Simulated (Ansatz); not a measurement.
# CH₅NOSSi: small, medium and large basis sets

Aim: see how fast density functionals converge with the basis set for CH₅NOSSi.

Program: Ansatz 0.2.0, Gaussian basis. Level of theory: one geometry, several basis sets. These are calculated values, not measurements.

Plan: PBE0-D4/def2-SVP; ωB97M-V/def2-SVP; PBE0-D4/def2-QZVPP; ωB97M-V/def2-QZVPP; the functionals' def2-TZVPP values are taken from earlier runs.

## (1) The geometry

The geometry comes from an earlier relaxation with PBE0-D4 in a triple-zeta def2 set; it is a stationary point, not always the lowest conformer.

SMILES `N[SiH](O)C=S`, 10 atoms, charge 0, spin multiplicity 1.

Atoms are counted from 1 here; the program's logs count them from 0.

Bond lengths: N1–Si2 1.704 Å, N1–H6 1.008 Å, N1–H7 1.007 Å, Si2–O3 1.644 Å, Si2–C4 1.883 Å, Si2–H8 1.487 Å, O3–H9 0.959 Å, C4–S5 1.612 Å, C4–H10 1.094 Å. Angles: Si2–N1–H6 120.5°, Si2–N1–H7 118.6°, H6–N1–H7 110.7°, N1–Si2–O3 111.6°, N1–Si2–C4 115.6°, N1–Si2–H8 105.8°, O3–Si2–C4 102.2°, O3–Si2–H8 113.2°, C4–Si2–H8 108.7°, Si2–O3–H9 116.6°, Si2–C4–S5 121.9°, Si2–C4–H10 119.2°, S5–C4–H10 118.8°.

## (2) PBE0-D4 in def2-SVP

The input, in.yaml:

```yaml
crystal:
  periodic: [false, false, false]
  atoms:
    - {symbol: N, position_ang: [-1.415071, -0.329289, 0.525905]}
    - {symbol: Si, position_ang: [0.181115, -0.448860, -0.058671]}
    - {symbol: O, position_ang: [1.254255, -0.710128, 1.159094]}
    - {symbol: C, position_ang: [0.868266, 1.105825, -0.868587]}
    - {symbol: S, position_ang: [-0.066209, 2.110134, -1.715688]}
    - {symbol: H, position_ang: [-1.695075, 0.458164, 1.089953]}
    - {symbol: H, position_ang: [-2.170249, -0.626602, -0.070796]}
    - {symbol: H, position_ang: [0.161319, -1.541322, -1.066605]}
    - {symbol: H, position_ang: [1.027905, -1.394552, 1.791088]}
    - {symbol: H, position_ang: [1.936844, 1.325328, -0.782591]}
basis:
  gaussian: {orbitals: def2-SVP}
hamiltonian: {xc: pbe0, dispersion: d4}
output: {orbitals: {seedname: orbitals}}
```

Command:

```
$ ansatz run in.yaml --threads 4 --pin off --events-out ev --progress --plain --max-ram 10444MiB
```

After this run come: ωB97M-V in def2-SVP; PBE0-D4 in def2-QZVPP; ωB97M-V in def2-QZVPP.

Before running them: what should the planned runs give, taken together? Wanted: PBE0-D4: double and triple zeta above quadruple; ωB97M-V: double and triple zeta above quadruple.

As calculated:

| quantity | value |
| --- | --- |
| PBE0-D4: double and triple zeta above quadruple | 13.32, 0.89 eV |
| ωB97M-V: double and triple zeta above quadruple | 13.43, 0.84 eV |

In words: PBE0-D4 gains 12.44 eV from double to triple zeta, then 0.89 eV more. Total energies overstate the basis error of differences, where much of it tends to cancel.
